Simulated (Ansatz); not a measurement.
**TiH+ (triplet): the correlation ladder, def2-TZVP**

How much of the correlation energy of TiH+ (triplet) does each wave-function method recover here?

Computed with Ansatz 0.2.0, Gaussian basis. Level: def2-TZVP, core rule «outside noble gas», up to 9 orbitals frozen.

Plan: UHF; CCSD(T) on ROHF; CCSD(T) on UHF; CISD; CCSDT(Q) on ROHF; CCSDT(Q) on UHF; Full CI.

21 further runs of the same task are left out: 9 for a known fault of the program, 4 that didn't finish, 8 set aside as unsound or not needed.

## Step 1: The geometry

The geometry is a PBE0/def2-TZVP stationary point (not a proven minimum) of the parent state, kept for this charge and spin.

2 atoms, charge 1, spin multiplicity 3.

Atoms are counted from 1 here; the program's logs count them from 0.

Bond lengths: Ti1–H2 1.757 Å.

Geometry (Å):

```xyz
2
HTi
Ti    0.0000    0.0000    0.0000
H     0.0000    0.0000    1.7567
```

## Step 2: UHF

The input, in.yaml:

```yaml
crystal:
  periodic: [false, false, false]
  atoms:
    - {symbol: Ti, position_ang: [0.000000, 0.000000, 0.000000]}
    - {symbol: H, position_ang: [0.000000, 0.000000, 1.756681]}
basis:
  gaussian: {orbitals: def2-TZVP}
total_charge: 1
magnetization: {spin_polarized: true, initial_magnetization: 2}
hamiltonian: {xc: hf}
output: {orbitals: {seedname: orbitals}}
```

Launch:

```sh
$ ansatz run in.yaml --threads 1 --pin off --events-out ev --progress --plain --max-ram 2393MiB
```

The runs that follow: CCSD(T) on ROHF; CCSD(T) on UHF; CISD; CCSDT(Q) on ROHF; CCSDT(Q) on UHF; Full CI.

Before running them: what should the planned runs give, taken together? Wanted: FCI below the RHF energy; RMP2 from FCI; UMP2 from FCI; RCCSD from FCI; RCCSD(T) from FCI; UCCSD(T) from FCI; RCCSDT(Q) from FCI; UCCSDT(Q) from FCI; T1 diagnostic.

**Answer**, as computed:

```
                         quantity                                      value
         FCI below the RHF energy                                 -1.3953 eV
                    RMP2 from FCI                               +37.8 kJ/mol
                    UMP2 from FCI                               +30.5 kJ/mol
                   RCCSD from FCI                                +3.9 kJ/mol
                RCCSD(T) from FCI                                +1.2 kJ/mol
                UCCSD(T) from FCI                                -5.1 kJ/mol
               RCCSDT(Q) from FCI                                -1.3 kJ/mol
               UCCSDT(Q) from FCI                                -6.6 kJ/mol
levels within 1 kcal/mol (43 meV)  RCCSD, UCCSD, RCCSD(T), RCCSDT, RCCSDT(Q)
                    T1 diagnostic                                      0.037
   effectively unpaired electrons                                       2.17
```

**Reading.** RCCSD(T) lands +1.2 kJ/mol from the yardstick (0.9 % of the correlation energy). CCSD(T) misses by +1.2 kJ/mol on the restricted determinant and by -5.1 kJ/mol on the unrestricted one; the two need not hold the same state or core. UCCSD, UCCSD(T), RCCSDT, UCCSDT, RCCSDT(Q), UCCSDT(Q) fall below full CI: unrestricted runs freeze a spin-polarised core, another one than full CI's, and coupled cluster isn't variational. One determinant dominates. These misses are within one basis, not against nature; the frozen cores of restricted and unrestricted runs differ, which can shift their rows.
